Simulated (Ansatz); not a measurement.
# AlClH₅SbSi, SMILES [SiH3][AlH][SbH][Cl]: a rigid scan of one bond length

Program: the Python package of Ansatz (0.2.0).

The script reads `alclh5sbsi.xyz`:
```text
9

Si   -1.13630    0.96920    0.37770
Al   -0.44150   -1.00390   -0.60780
Sb    2.11350   -1.55310   -0.64720
Cl    2.45700   -0.80880    1.63930
H    -0.02260    1.75830    0.85030
H    -1.89140    1.83090   -0.64610
H    -2.06800    0.71430    1.48460
H    -1.44940   -2.01230   -1.23790
H     2.52720    0.05910   -1.22990
```

`run_scan.py`
```python
'''Stretching a bond of AlClH5SbSi, the rest held rigid.'''

import warnings

import ansatz as az
import numpy as np


def main() -> None:
    warnings.simplefilter('ignore', az.DeckWarning)

    system = az.Crystal.molecule_from_extxyz('alclh5sbsi.xyz')

    symbols = [site.symbol for site in system.cartesian_sites]
    start = np.array([site.position_ang for site in system.cartesian_sites])
    axis = (start[2] - start[1]) / np.linalg.norm(start[2] - start[1])
    moving = [2, 3, 8]
    lengths, energies = [2.22, 2.4, 2.61, 2.88, 3.27, 3.92, 4.7, 5.75], []
    for length in lengths:
        xyz = start.copy()
        xyz[moving] += (length - np.linalg.norm(start[2] - start[1])) * axis
        point = az.Crystal.molecule()
        for symbol, place in zip(symbols, xyz):
            point = point.atom(symbol, place.tolist())
        base = (
            point.calculation()
            .basis(gaussian='def2-SVP')
            .functional('r2scan0')
            .spin('collinear')
        )
        r = base.run(threads=1, pin='off').report
        energies.append(r['free_energy_ev'])
        print(f'r = {length:6.3f} A  E = {energies[-1]:.5f} eV  <S^2> = {abs(r["mean_field"]["state"]["spin_squared"]):.3f}')

    print('energy above the lowest point (eV):', [round(e - min(energies), 3) for e in energies])


if __name__ == '__main__':
    main()
```

```console
$ python run_scan.py
r =  2.220 A  E = -33605.86387 eV  <S^2> = 0.000
r =  2.400 A  E = -33606.77756 eV  <S^2> = 0.000
r =  2.610 A  E = -33607.14845 eV  <S^2> = 0.000
r =  2.880 A  E = -33607.05930 eV  <S^2> = 0.000
r =  3.270 A  E = -33606.49538 eV  <S^2> = 0.000
r =  3.920 A  E = -33605.51679 eV  <S^2> = 0.414
r =  4.700 A  E = -33605.09453 eV  <S^2> = 0.874
r =  5.750 A  E = -33604.96216 eV  <S^2> = 0.994
energy above the lowest point (eV): [1.285, 0.371, 0.0, 0.089, 0.653, 1.632, 2.054, 2.186]
```

Notes:
- Total energies depend on the basis set; only differences at equal settings carry meaning.
- The rest of the molecule is held rigid at a force-field or estimated start geometry, and the basis set is modest; single-reference methods fail as a bond breaks.
- def2 sets replace the cores of elements past krypton by effective core potentials.
- The expectation value of S² is noticeably off S(S+1) in at least one run, so that state is spin-contaminated.
- It ran for 2.9 min on 1 thread of Arm Neoverse V2, with other jobs on the host, peak memory 0.5 GiB.
